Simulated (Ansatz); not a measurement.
# CH5NSSi: how energies converge with the basis set

The task here is to estimate one member of a computed series from the others.

Computed with Ansatz 0.2.0, Gaussian basis. Level: one geometry, several basis sets.

Plan: PBE0-D4/def2-SVP; ωB97M-V/def2-SVP; PBE0-D4/def2-QZVPP; ωB97M-V/def2-QZVPP; the functionals' def2-TZVPP values are taken from earlier runs.

**The relaxed structure**

The geometry comes from an earlier relaxation with PBE0-D4 in a triple-zeta def2 set; it is a stationary point, not always the lowest conformer.

SMILES `[SiH3]NC=S`, 9 atoms, charge 0, spin multiplicity 1.

Atoms are counted from 1 here; the program's logs count them from 0.

Bond lengths: Si1–N2 1.753 Å, Si1–H5 1.480 Å, Si1–H6 1.483 Å, Si1–H7 1.483 Å, N2–C3 1.348 Å, N2–H8 1.014 Å, C3–S4 1.628 Å, C3–H9 1.093 Å. Angles: N2–Si1–H5 105.9°, N2–Si1–H6 109.9°, N2–Si1–H7 109.9°, H5–Si1–H6 111.1°, H5–Si1–H7 111.1°, H6–Si1–H7 109.0°, Si1–N2–C3 126.4°, Si1–N2–H8 120.9°, C3–N2–H8 112.7°, N2–C3–S4 126.1°, N2–C3–H9 113.0°, S4–C3–H9 120.9°.

The first run:

in.yaml

```yaml
crystal:
  periodic: [false, false, false]
  atoms:
    - {symbol: Si, position_ang: [0.272223, 1.260910, 0.234864]}
    - {symbol: N, position_ang: [-0.123493, -0.437507, 0.417553]}
    - {symbol: C, position_ang: [-0.239268, -1.343750, -0.574112]}
    - {symbol: S, position_ang: [-0.606972, -2.919445, -0.396069]}
    - {symbol: H, position_ang: [0.448429, 1.481772, -1.218306]}
    - {symbol: H, position_ang: [-0.829770, 2.096006, 0.771777]}
    - {symbol: H, position_ang: [1.518396, 1.570888, 0.977207]}
    - {symbol: H, position_ang: [-0.293004, -0.836969, 1.333961]}
    - {symbol: H, position_ang: [-0.058043, -0.918205, -1.563874]}
basis:
  gaussian: {orbitals: def2-SVP}
hamiltonian: {xc: pbe0, dispersion: d4}
output: {orbitals: {seedname: orbitals}}
```

Launch:

```sh
ansatz run in.yaml --threads 2 --pin off --events-out ev --progress --plain --max-ram 4352MiB
```

Steps of the session up to this table: PBE0-D4 in def2-SVP; ωB97M-V in def2-SVP; PBE0-D4 in def2-QZVPP; ωB97M-V in def2-QZVPP.

One table of the session follows, with a row left open; its other results are not shown here.

It belongs to the step «Density functionals: the series». 

| functional | basis | HOMO (eV) |
| --- | --- | --- |
| PBE0-D4 | def2-SVP | -6.12 |
| PBE0-D4 | def2-TZVPP | -6.33 |
| PBE0-D4 | def2-QZVPP | -6.38 |
| ωB97M-V | def2-SVP | ? |
| ωB97M-V | def2-TZVPP | -8.53 |
| ωB97M-V | def2-QZVPP | -8.58 |

Q: Estimate the row for ωB97M-V, def2-SVP from the others.

As computed: HOMO (eV): -8.28. In the column «HOMO (eV)» it lies between ωB97M-V, def2-TZVPP (-8.53) and PBE0-D4, def2-QZVPP (-6.38).
